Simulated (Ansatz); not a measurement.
**C2H6AlCl (dimethylaluminum chloride) at 6 levels**

Wanted: a comparison of 6 runs (BLYP/cc-pVDZ, PBE-QIDH/cc-pVDZ, PBE0/cc-pVDZ, r2SCAN/cc-pVDZ, wB97M-V/cc-pVDZ, CCSD(T)/cc-pVDZ) of C2H6AlCl (dimethylaluminum chloride). 

The results are computed with Ansatz 0.2.0.

56 further runs of the same task are left out: 56 set aside as unsound or not needed.

## 1. Starting point

C2H6AlCl has 10 atoms, charge 0, and is taken as a singlet. As SMILES, `[CH3][Al]([CH3])[Cl]`. The Al2–Cl4 distance was set to 2.748 Å, away from the relaxed value.

Bond lengths: C1–Al2 1.942 Å, Al2–C3 1.942 Å, C1–H5 1.092 Å, C1–H6 1.095 Å, C1–H7 1.095 Å, C3–H8 1.095 Å, C3–H9 1.093 Å, C3–H10 1.094 Å. Some angles: C1–Al2–C3 125.8°, Al2–C1–H5 112.5°, Al2–C1–H6 110.7°, Al2–C1–H7 110.7°, Al2–C3–H8 110.7°, Al2–C3–H9 112.6°, Al2–C3–H10 110.7°, H5–C1–H6 108.1°, H5–C1–H7 108.1°, H6–C1–H7 106.4°.

## 2. The energy at BLYP/cc-pVDZ (run 1)

Input file job.yaml:

```yaml
crystal:
  periodic: [false, false, false]
  atoms:
    - {symbol: C, position_ang: [-0.259709, 1.835664, -0.661311]}
    - {symbol: Al, position_ang: [0.005691, 0.030864, 0.005489]}
    - {symbol: C, position_ang: [1.000191, -0.454736, 1.601389]}
    - {symbol: Cl, position_ang: [-1.112300, -2.038200, -1.415400]}
    - {symbol: H, position_ang: [-0.863409, 1.861264, -1.570411]}
    - {symbol: H, position_ang: [-0.752209, 2.458864, 0.092489]}
    - {symbol: H, position_ang: [0.701791, 2.313064, -0.878111]}
    - {symbol: H, position_ang: [0.360391, -0.993736, 2.307189]}
    - {symbol: H, position_ang: [1.416691, 0.414164, 2.116689]}
    - {symbol: H, position_ang: [1.824891, -1.130036, 1.353089]}
basis:
  gaussian:
    orbitals: cc-pVDZ
hamiltonian:
  xc: {name: BLYP}
accuracy: high
output: {orbitals: {seedname: orbitals}}
```

The run is started by

```
$ ansatz run job.yaml --threads 1 --pin off --max-ram 3480MiB --events-out events.jsonl --progress --plain --runs-dir runs
```

Log:

```text
Warning: RAYON_NUM_THREADS=1 ignored (pool sized by the plan → 1); use --threads N
Functional definition: BLYP
  name "BLYP"
  parameter beta = 0.0042
  parameter a = 0.04918
  parameter b = 0.132
  parameter c = 0.2533
  parameter d = 0.349
  exchange = b88_x(beta = beta)
  correlation = lyp_c(a = a, b = b, c = c, d = d)
2203 factors; integrals over basis functions are off by at most 8.2e-9 eV
mean field evaluation 1: about -21274.1802 eV, gradient 8.1e1 eV
mean field evaluation 2: about -21249.1540 eV, gradient 1.1e2 eV
mean field evaluation 4: about -21290.9373 eV, gradient 6.4e0 eV
mean field evaluation 8: about -21291.0730 eV, gradient 2.6e-1 eV
mean field evaluation 16: about -21291.0731 eV, gradient 9.4e-6 eV
mean field -21291.07313061 eV, -782.4325059424 hartree, gradient 3.2e-8 eV, S^2 0.000000; 0 other end points of the search recorded, 0 dependent functions left out
reference -21291.07319360 eV, -782.4325082572 hartree; 24, 24 occupied and 70, 70 virtual orbitals, 2203 factors
Total energy: -21291.07319360 eV, -782.4325082572 hartree
```

It took 9 s on 1 thread of Arm Neoverse V1, shared host; peak memory 0.26 GiB.

## 3. A single-point energy at PBE-QIDH/cc-pVDZ (run 2)

Edit job.yaml of step 2 so:

```diff
@@ -1 +1,4 @@
+basis:
+  gaussian:
+    orbitals: cc-pVDZ
 crystal:
@@ -13,7 +16,7 @@
     - {symbol: H, position_ang: [1.824891, -1.130036, 1.353089]}
-basis:
-  gaussian:
-    orbitals: cc-pVDZ
+total_charge: 0
 hamiltonian:
-  xc: {name: BLYP}
+  xc: {name: PBE-QIDH}
+correlation:
+  frozen_orbitals: {Al: 5, C: 1, Cl: 5, H: 0}
 accuracy: high
```

The run is started by

```
$ ansatz run job.yaml --threads 1 --pin off --max-ram 3480MiB --events-out events.jsonl --progress --plain --runs-dir runs
```

Log:

```text
Warning: RAYON_NUM_THREADS=1 ignored (pool sized by the plan → 1); use --threads N
Functional definition: PBE-QIDH
  name "PBE-QIDH"
  parameter a = 3^(-1/3)
  parameter c = 1/3
  exchange = (1 - a)*pbe_x + a*exact_x
  correlation = (1 - c)*pbe_c + c*(mp2_os + mp2_ss)
2203 factors; integrals over basis functions are off by at most 8.2e-9 eV
mean field evaluation 1: about -21267.7057 eV, gradient 3.9e1 eV
mean field evaluation 2: about -21267.7465 eV, gradient 3.8e1 eV
mean field evaluation 4: about -21271.5716 eV, gradient 1.5e0 eV
mean field evaluation 8: about -21271.5856 eV, gradient 1.8e-2 eV
mean field evaluation 16: about -21271.5856 eV, gradient 5.4e-6 eV
mean field -21271.58564456 eV, -781.7163540390 hartree, gradient 3.5e-8 eV, S^2 0.000000; 0 other end points of the search recorded, 0 dependent functions left out
12 core orbitals not correlated: weight in the atoms' cores, before any rotation towards them, 1.000 or more for the frozen orbitals, at most 0.000 for the correlated occupied ones
reference -21271.58564578 eV, -781.7163540837 hartree; 12, 12 occupied and 70, 70 virtual orbitals, 2203 factors
second order -15.06815441 eV of doubles, -0.00000000 eV of singles
Total energy: -21276.60836391 eV, -781.9009355707 hartree
```

Wall time 15 s (1 thread of Arm Neoverse V1, shared host); peak memory 0.34 GiB.

Runs 3 to 5 aren't shown in full; the table further down has their settings and results.

## 4. A single-point energy at CCSD(T)/cc-pVDZ (run 6)

Input file in.yaml:

```yaml
crystal:
  periodic: [false, false, false]
  atoms:
    - {symbol: C, position_ang: [-0.259709, 1.835664, -0.661311]}
    - {symbol: Al, position_ang: [0.005691, 0.030864, 0.005489]}
    - {symbol: C, position_ang: [1.000191, -0.454736, 1.601389]}
    - {symbol: Cl, position_ang: [-1.112300, -2.038200, -1.415400]}
    - {symbol: H, position_ang: [-0.863409, 1.861264, -1.570411]}
    - {symbol: H, position_ang: [-0.752209, 2.458864, 0.092489]}
    - {symbol: H, position_ang: [0.701791, 2.313064, -0.878111]}
    - {symbol: H, position_ang: [0.360391, -0.993736, 2.307189]}
    - {symbol: H, position_ang: [1.416691, 0.414164, 2.116689]}
    - {symbol: H, position_ang: [1.824891, -1.130036, 1.353089]}
basis:
  gaussian: {orbitals: cc-pVDZ}
correlation: {method: ccsd_t, frozen_orbitals: {Al: 5, C: 1, Cl: 5, H: 0}}
accuracy: high
scf: {omitted_lower_state_checks: [cluster_reference, increment]}
```

The run is started by

```
$ ansatz run in.yaml --threads 1 --pin off --max-ram 3480MiB --events-out events.jsonl --progress --plain --runs-dir runs
```

Log:

```text
Warning: RAYON_NUM_THREADS=1 ignored (pool sized by the plan → 1); use --threads N
Functional definition: HF
  name "HF"
  exchange = exact_x
  correlation = 0
these checks for a lower state are left out or cut short: cluster_reference, increment
2203 factors; integrals over basis functions are off by at most 8.2e-9 eV
mean field evaluation 1: about -21240.9614 eV, gradient 3.0e1 eV
mean field evaluation 2: about -21241.0105 eV, gradient 3.1e1 eV
mean field evaluation 4: about -21243.7825 eV, gradient 2.3e0 eV
mean field evaluation 8: about -21243.8141 eV, gradient 1.1e-1 eV
mean field -21243.81417345 eV, -780.6957712999 hartree, gradient 7.5e-8 eV, S^2 0.000000; 0 other end points of the search recorded, 0 dependent functions left out
12 core orbitals not correlated: weight in the atoms' cores, before any rotation towards them, 1.000 or more for the frozen orbitals, at most 0.000 for the correlated occupied ones
reference -21243.81417345 eV, -780.6957712999 hartree; 12, 12 occupied and 70, 70 virtual orbitals, 2203 factors
second order -13.27540408 eV of doubles, -0.00000000 eV of singles
cycle   1  -14.29759415 eV  change    -1.0e0 eV  update   8.1e-2
cycle   2  -14.63812434 eV  change   -3.4e-1 eV  update   2.6e-2
cycle   3  -14.70618281 eV  change   -6.8e-2 eV  update   1.3e-2
cycle   4  -14.70581022 eV  change    3.7e-4 eV  update   4.0e-3
cycle   5  -14.70381964 eV  change    2.0e-3 eV  update   1.5e-3
cycle   6  -14.70350816 eV  change    3.1e-4 eV  update   4.9e-4
cycle   7  -14.70349460 eV  change    1.4e-5 eV  update   1.6e-4
cycle   8  -14.70351627 eV  change   -2.2e-5 eV  update   5.3e-5
cycle   9  -14.70351997 eV  change   -3.7e-6 eV  update   1.5e-5
cycle  10  -14.70351494 eV  change    5.0e-6 eV  update   5.1e-6
cycle  11  -14.70351496 eV  change   -2.3e-8 eV  update   1.8e-6
cycle  12  -14.70351624 eV  change   -1.3e-6 eV  update   6.4e-7
cycle  13  -14.70351702 eV  change   -7.7e-7 eV  update   2.2e-7
cycle  14  -14.70351724 eV  change   -2.2e-7 eV  update   8.2e-8
cycle  15  -14.70351726 eV  change   -1.8e-8 eV  update   3.4e-8
cycle  16  -14.70351726 eV  change    1.1e-9 eV  update   2.4e-8
cycle  17  -14.70351741 eV  change   -1.5e-7 eV  update   1.3e-7
cycle  18  -14.70351742 eV  change   -1.9e-9 eV  update   3.5e-8
cycle  19  -14.70351743 eV  change   -1.5e-8 eV  update   1.1e-8
cycle  20  -14.70351743 eV  change  -8.3e-10 eV  update   4.8e-9
cycle  21  -14.70351743 eV  change   2.3e-10 eV  update   1.5e-9
perturbative correction -0.38349956 eV, -0.0140933490 hartree
Total energy: -21258.90119045 eV, -781.2502089482 hartree
Checks for a lower state left out: cluster_reference, increment
```

Run time: 29 s. Hardware: 1 thread of Arm Neoverse V1, shared host; peak memory 0.58 GiB.

## 5. The series

```tsv
run	level	frozen core orbitals	energy (Eh)	HOMO energy (eV)	LUMO energy (eV)	HOMO–LUMO gap (eV)	wall time
1	BLYP/cc-pVDZ	–	-782.432508	-5.75	-1.98	3.76	9 s
2	PBE-QIDH/cc-pVDZ	12	-781.900936	-9.51	0.08	9.59	15 s
3	PBE0/cc-pVDZ	–	-782.128263	-7.34	-1.41	5.93	12 s
4	r2SCAN/cc-pVDZ	–	-782.386286	-6.32	-1.86	4.46	19 s
5	wB97M-V/cc-pVDZ	–	-782.399826	-9.58	0.24	9.82	1.9 min
6	CCSD(T)/cc-pVDZ	12	-781.250209	–	–	–	29 s
```

## 6. What came out

| quantity | value |
| --- | --- |
| run 6: total energy | -781.25021 Eh |
| run 6: correlation energy (12 core orbitals frozen) | -554.4 mEh |
| run 6: (T) correction | -14.09 mEh |
| run 6: T1 diagnostic | 0.012 |

**Reading.** Over runs 1, 2, 3, 4, 5 the HOMO–LUMO gap runs from 3.76 eV (BLYP/cc-pVDZ) to 9.82 eV (wB97M-V/cc-pVDZ). Totals of different functionals can't be ranked against each other. All runs together took 3.3 min, the longest 1.9 min.
